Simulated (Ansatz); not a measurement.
**Br3HOTi: up Jacob's ladder to CCSD(T)**

An exercise on one series of results from a longer session: the logs are not shown, and one member is left open.

Computed with Ansatz 0.2.0, Gaussian basis. Level: functionals in def2-TZVPP, the program's frozen cores in correlated methods.

The runs, in order: LDA (SPW92), PBE-D4, revPBE-D4, BLYP-D4, r2SCAN-D4, B97M-V, PBE0-D4, B3LYP-D4, r2SCANh-D4, r2SCAN0-D4, HSE06-D4, BHLYP-D4, CAM-B3LYP-D4, LC-ωPBE, ωB97X-V, ωB97M-V, B2PLYP, PBE-QIDH; CCSD(T)/def2-SVP; MP2/def2-TZVPP; MP2/def2-QZVPP; RPA on PBE.

**The relaxed structure**

The geometry comes from an earlier relaxation with PBE0-D4 in a triple-zeta def2 set; it is a stationary point.

SMILES `[OH][Ti]([Br])([Br])[Br]`, 6 atoms, charge 0, spin multiplicity 1.

Atoms are counted from 1 here; the program's logs count them from 0.

Bond lengths: O1–Ti2 1.741 Å, O1–H6 0.958 Å, Ti2–Br3 2.334 Å, Ti2–Br4 2.333 Å, Ti2–Br5 2.333 Å. Angles: Ti2–O1–H6 149.5°, O1–Ti2–Br3 109.7°, O1–Ti2–Br4 109.1°, O1–Ti2–Br5 109.1°, Br3–Ti2–Br4 110.2°, Br3–Ti2–Br5 110.2°, Br4–Ti2–Br5 108.6°.

Set-up of the first run:

File in.yaml:

```yaml
crystal:
  periodic: [false, false, false]
  atoms:
    - {symbol: O, position_ang: [-0.645070, 0.430747, 1.163552]}
    - {symbol: Ti, position_ang: [0.229785, -0.170180, -0.216211]}
    - {symbol: Br, position_ang: [1.987518, -1.529167, 0.499374]}
    - {symbol: Br, position_ang: [-1.226345, -1.387477, -1.572847]}
    - {symbol: Br, position_ang: [1.056757, 1.634761, -1.441283]}
    - {symbol: H, position_ang: [-1.360547, 0.957315, 1.521214]}
basis:
  gaussian: {orbitals: def2-TZVPP}
hamiltonian: {xc: lda}
output: {orbitals: {seedname: orbitals}}
```

Run with:

```console
$ ansatz run in.yaml --threads 4 --pin off --events-out ev --progress --plain --max-ram 11315MiB
```

Steps of the session up to this table: LDA; PBE-D4 (GGA); revPBE-D4 (GGA); BLYP-D4 (GGA); r2SCAN-D4 (meta-GGA); B97M-V (meta-GGA); B3LYP-D4 (hybrid); r2SCANh-D4 (hybrid); r2SCAN0-D4 (hybrid); HSE06-D4 (hybrid); BHLYP-D4 (hybrid); CAM-B3LYP-D4 (range-separated); LC-ωPBE (range-separated); ωB97X-V (range-separated); ωB97M-V (range-separated); B2PLYP (double hybrid); PBE-QIDH (double hybrid).

One of the session's tables, all rows but one given; the rest of the session is left out.

It belongs to the step «Frontier levels by functional». 

```
  functional  HOMO (eV)  LUMO (eV)  gap (eV)
 LDA (SPW92)      -7.42      -4.31      3.11
      PBE-D4      -7.25      -4.09      3.16
   revPBE-D4      -7.19      -4.02      3.17
     BLYP-D4      -7.06      -3.96      3.11
   r2SCAN-D4          ?          ?         ?
      B97M-V      -7.63      -4.10      3.53
     PBE0-D4      -8.46      -3.31      5.15
    B3LYP-D4      -8.20      -3.52      4.68
  r2SCANh-D4      -8.04      -3.80      4.24
  r2SCAN0-D4      -8.70      -3.31      5.39
    HSE06-D4      -8.08      -3.68      4.39
    BHLYP-D4      -9.52      -2.32      7.20
CAM-B3LYP-D4      -9.70      -2.30      7.40
     LC-ωPBE     -11.04      -1.33      9.71
     ωB97X-V     -10.69      -1.30      9.39
     ωB97M-V     -10.55      -1.28      9.27
```

**Question.** Estimate the row for r2SCAN-D4.

Worked estimate for «HOMO (eV)». Against the share of exact exchange, r2SCANh-D4 (0.1, -8.04), r2SCAN0-D4 (0.25, -8.70) give a slope of -4.40 per unit share; at 0 the line stands at -7.60.

**Answer.** HOMO (eV): -7.60; LUMO (eV): -4.12; gap (eV): 3.48. In «HOMO (eV)» the line misses by 0.00.
